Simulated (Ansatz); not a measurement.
**CH₄Br (doublet): the correlation ladder at distance C1–H5 along a hydrogen transfer = 1.487 Å, cc-pVDZ**

How much of the correlation energy of CH₄Br (doublet) does each wave-function method recover here?

Computed with Ansatz 0.2.0, Gaussian basis. Level: cc-pVDZ, core rule «outside noble gas», up to 15 orbitals frozen.

To be run: UHF; CCSD(T) on ROHF; CCSD(T) on UHF; BCCD(T) on ROHF; CISD; CCSDT(Q) on ROHF; CCSDT(Q) on UHF; CASSCF and MRCISD+Q, 3 electrons in 3 orbitals; CASSCF and NEVPT2, 3 electrons in 3 orbitals; CASSCF and MRCISD+Q, 15 electrons in 12 orbitals; CASSCF and NEVPT2, 15 electrons in 12 orbitals.

## 1. The system

The geometry derives from fragments relaxed apart (PBE0/def2-TZVP) and kept rigid, so it is no stationary point. A hydrogen atom is moved between rigid fragments. No spin-orbit coupling is included. The filled d shell of Br may be among the frozen orbitals whatever the setting's name suggests; the logs give the count.

6 atoms, charge 0, spin multiplicity 2.

Atoms are counted from 1 here; the program's logs count them from 0.

Bond lengths: C1–H2 1.090 Å, C1–H3 1.090 Å, C1–H4 1.090 Å, H5–Br6 1.530 Å. Angles: H2–C1–H3 109.5°, H2–C1–H4 109.5°, H3–C1–H4 109.5°.

## 2. UHF

File in.yaml:

```yaml
crystal:
  periodic: [false, false, false]
  atoms:
    - {symbol: C, position_ang: [-2.516726, 0.000000, 0.000000]}
    - {symbol: H, position_ang: [-2.879931, 1.027301, 0.000000]}
    - {symbol: H, position_ang: [-2.879931, -0.513650, 0.889668]}
    - {symbol: H, position_ang: [-2.879931, -0.513650, -0.889669]}
    - {symbol: H, position_ang: [-1.029726, 0.000000, 0.000000]}
    - {symbol: Br, position_ang: [0.500274, 0.000000, 0.000000]}
basis:
  gaussian: {orbitals: cc-pVDZ}
magnetization: {spin_polarized: true, initial_magnetization: 1}
hamiltonian: {xc: hf}
output: {orbitals: {seedname: orbitals}}
```

Command:

```sh
> ansatz run in.yaml --threads 1 --pin off --events-out ev --progress --plain --max-ram 2816MiB --backend cpu
```

The runs that follow: CCSD(T) on ROHF; CCSD(T) on UHF; BCCD(T) on ROHF; CISD; CCSDT(Q) on ROHF; CCSDT(Q) on UHF; CASSCF and MRCISD+Q, 3 electrons in 3 orbitals; CASSCF and NEVPT2, 3 electrons in 3 orbitals; CASSCF and MRCISD+Q, 15 electrons in 12 orbitals; CASSCF and NEVPT2, 15 electrons in 12 orbitals.

Before running them: what should the planned runs give, taken together? Wanted: UCCSDT(Q) below the RHF energy; RMP2 from UCCSDT(Q); UMP2 from UCCSDT(Q); RCCSD from UCCSDT(Q); RCCSD(T) from UCCSDT(Q); UCCSD(T) from UCCSDT(Q); RCCSDT(Q) from UCCSDT(Q); NEVPT2 pair from UCCSDT(Q); MRCISD+Q pair from UCCSDT(Q).

**Answer**, as computed:

| quantity | value |
| --- | --- |
| UCCSDT(Q) below the RHF energy | -8.6486 eV |
| RMP2 from UCCSDT(Q) | +27.27 kcal/mol |
| UMP2 from UCCSDT(Q) | +27.99 kcal/mol |
| RCCSD from UCCSDT(Q) | +4.92 kcal/mol |
| RCCSD(T) from UCCSDT(Q) | +0.78 kcal/mol |
| UCCSD(T) from UCCSDT(Q) | +0.78 kcal/mol |
| RCCSDT(Q) from UCCSDT(Q) | +0.02 kcal/mol |
| NEVPT2 pair from UCCSDT(Q) | +25.92 kcal/mol |
| MRCISD+Q pair from UCCSDT(Q) | +2.03 kcal/mol |
| NEVPT2 valence from UCCSDT(Q) | +32.58 kcal/mol |
| levels within 1 kcal/mol (43 meV) | RCCSD(T), UCCSD(T), BCCD(T), RCCSDT, UCCSDT, RCCSDT(Q), MRCISD+Q valence |
| T1 diagnostic | 0.023 |
| effectively unpaired electrons | 1.02 |

What this shows: RCCSD(T) lands +0.78 kcal/mol from the yardstick (0.4 % of the correlation energy). One determinant dominates. Of the multireference levels listed MRCISD+Q valence comes nearest in total energy (+0.66 kcal/mol), which doesn't show that its space is the better one. These misses are within one basis, not against nature; the frozen cores of restricted and unrestricted runs differ, which can shift their rows.
